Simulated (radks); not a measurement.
# The Coulomb parameter U of the 4d shell of Zr²⁺

One table from this session's results is given with a row withheld; the runs are named, their logs left out.

The numbers are computed with radks (a radial shooting solver on a logarithmic mesh, Libxc functionals) version 1 (scalar-relativistic Kohn-Sham, PBE, spin-unpolarised, spherical densities, point nucleus), except any that are marked as measured or tabulated.

### Starting point

```
element       : zirconium (Z = 40)
charge        : +2
electrons     : 38
configuration : [Kr] 4d0.5 5s1.5
```

The first run:

Settings of this run:

```text
Z 40
configuration [Kr] 4d0.5 5s1.5
relativity scalar-relativistic
functional pbe,pbe
spin unpolarised
nucleus point
c 137.035999084
```

Started as:

```sh
$ python run_ks.py task.json out
```

All runs below come from this command, one after another.

Among the steps run: Start: [Kr] 4d0.5 5s1.5.

One table of the session follows, with a row left open; its other results are not shown here.

Radial moments (bohr):

| level | <r> | outermost maximum (interpolated) | 90 % within | nodes |
| --- | --- | --- | --- | --- |
| 2p | ? | ? | ? | ? |
| 3s | 0.4584 | 0.408 | 0.678 | 2 |
| 3p | 0.4620 | 0.402 | 0.700 | 1 |
| 3d | 0.4523 | 0.347 | 0.727 | 0 |
| 4s | 1.201 | 1.07 | 1.75 | 3 |
| 4p | 1.341 | 1.17 | 1.98 | 2 |
| 4d | 1.879 | 1.50 | 2.93 | 1 |
| 5s | 3.050 | 2.77 | 4.37 | 4 |

Q: Estimate the row for 2p from the others.

The run gave: <r>: 0.1417; outermost maximum (interpolated): 0.109; 90 % within: 0.231; nodes: 0. In the column «<r>» it is the lowest.
